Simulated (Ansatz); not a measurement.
# FGaH4Si: small, medium and large basis sets

An exercise on one series of results from a longer session: the logs are not shown, and one member is left open.

The runs use Ansatz 0.2.0, Gaussian basis; one geometry, several basis sets.

Plan: PBE0-D4/def2-SVP; ωB97M-V/def2-SVP; PBE0-D4/def2-QZVPP; ωB97M-V/def2-QZVPP; the functionals' def2-TZVPP values are taken from earlier runs.

### The relaxed structure

The geometry comes from an earlier relaxation with PBE0-D4 in a triple-zeta def2 set; it is a stationary point, not always the lowest conformer.

SMILES `[F][GaH][SiH3]`, 7 atoms, charge 0, spin multiplicity 1.

Atoms are counted from 1 here; the program's logs count them from 0.

Bond lengths: F1–Ga2 1.766 Å, Ga2–Si3 2.406 Å, Ga2–H4 1.565 Å, Si3–H5 1.487 Å, Si3–H6 1.487 Å, Si3–H7 1.487 Å. Angles: F1–Ga2–Si3 112.7°, F1–Ga2–H4 112.3°, Si3–Ga2–H4 135.0°, Ga2–Si3–H5 109.4°, Ga2–Si3–H6 111.2°, Ga2–Si3–H7 109.6°, H5–Si3–H6 108.8°, H5–Si3–H7 108.9°, H6–Si3–H7 108.9°.

The first run:

File in.yaml:

```yaml
crystal:
  periodic: [false, false, false]
  atoms:
    - {symbol: F, position_ang: [0.231595, -2.152095, 1.342184]}
    - {symbol: Ga, position_ang: [0.019067, -0.400031, 1.279280]}
    - {symbol: Si, position_ang: [-0.029741, 0.450816, -0.970787]}
    - {symbol: H, position_ang: [-0.096851, 0.235435, 2.704704]}
    - {symbol: H, position_ang: [-1.196053, -0.125695, -1.691644]}
    - {symbol: H, position_ang: [-0.144380, 1.933443, -0.982970]}
    - {symbol: H, position_ang: [1.216374, 0.058117, -1.680777]}
basis:
  gaussian: {orbitals: def2-SVP}
hamiltonian: {xc: pbe0, dispersion: d4}
output: {orbitals: {seedname: orbitals}}
```

Among the steps run: PBE0-D4 in def2-SVP; ωB97M-V in def2-SVP; PBE0-D4 in def2-QZVPP; ωB97M-V in def2-QZVPP.

One of the session's tables, all rows but one given; the rest of the session is left out.

It belongs to the step «Density functionals: the series». 

| functional | basis | HOMO (eV) | LUMO (eV) |
| --- | --- | --- | --- |
| PBE0-D4 | def2-SVP | -8.00 | -1.88 |
| PBE0-D4 | def2-TZVPP | -8.03 | -1.96 |
| PBE0-D4 | def2-QZVPP | -8.05 | -1.99 |
| ωB97M-V | def2-SVP | -10.01 | -0.08 |
| ωB97M-V | def2-TZVPP | -10.07 | -0.22 |
| ωB97M-V | def2-QZVPP | ? | ? |

**Question.** Estimate the row for ωB97M-V, def2-QZVPP.

The run gave: HOMO (eV): -10.09; LUMO (eV): -0.34. In the column «HOMO (eV)» it is the lowest.
